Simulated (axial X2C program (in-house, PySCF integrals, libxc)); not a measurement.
**AsNa⁺: properties at the nuclei**

Aim: properties at the nuclei of AsNa⁺, with spin–orbit coupling in the Hamiltonian from the start.

Computed with an in-house X2C program for linear molecules on PySCF integrals. Level: two-component X2C with atomic mean-field terms, As dyall-cv3z, Na dyall-cv3z.

All values are calculated.

**1. Input**

task.json reads:

```json
{"zs": [33, 11], "q": 1, "bas": ["dyall-cv3z", "dyall-cv3z"], "r0": 2.76, "levels": ["PBE0", "HF", "PBE50", "B3LYP", "LDA"], "nst": 3}
```

Keys: zs atomic numbers; q charge; bas basis sets; r0 starting distance in Å; levels methods (HF also brings MP2); nst determinants followed.

The run is started by

```sh
$ python soeom.py task.json out
```

After this run come: Expectation values, lowest determinant; Expectation values, a higher determinant; Expectation values, a higher determinant.

What does the calculation give? Wanted: lowest determinant; Eeff magnitude; Ws magnitude As; A∥/gI As; qzz As; higher determinant (for each run or level that gives them).

The runs gave:

| quantity | value |
| --- | --- |
| lowest determinant | Ω = 3/2 (excess of +ω over −ω: ω = 3/2) |
| Eeff magnitude (GV/cm), PBE0 | 1.45 |
| Ws magnitude As (kHz), PBE0 | 0.424 |
| A∥/gI As (MHz), PBE0 | -204 |
| qzz As (a.u.), PBE0 | 0.71 |
| higher determinant | Ω = 1/2 (excess of +ω over −ω: 2 × ω = -1/2, ω = 3/2) |
| Eeff magnitude (GV/cm), PBE0, higher determinant | 1.64 |
| Ws magnitude As (kHz), PBE0, higher determinant | 1.4 |
| A∥/gI As (MHz), PBE0, higher determinant | -1580 |
| qzz As (a.u.), PBE0, higher determinant | 0.97 |
| higher determinant | Ω = 1/2 (excess of +ω over −ω: ω = 1/2) |
| Eeff magnitude (GV/cm), PBE0, higher determinant | 0.356 |
| Ws magnitude As (kHz), PBE0, higher determinant | 0.309 |
| A∥/gI As (MHz), PBE0, higher determinant | 1640 |
| qzz As (a.u.), PBE0, higher determinant | -7.94 |

In the first state, the effective field runs from 1.29 to 1.67 GV/cm over the mean-field levels. The expectation values come from single determinants, which for open shells can mix terms of unlike spin or miss the lowest Ω, so a determinant need not be a state. Eeff is the effective electric field on the electron dipole moment in this Ω state and Ws the scalar–pseudoscalar constant (defined with the proton number Z and per Ω); A∥ is the parallel hyperfine constant, which follows by multiplying with the nuclear g factor gI = μI/(I μN); qzz is the electric field gradient, eQq0 = 234.96 MHz × Q/barn × qzz. The operators were transformed with the bare-nucleus X2C matrices.
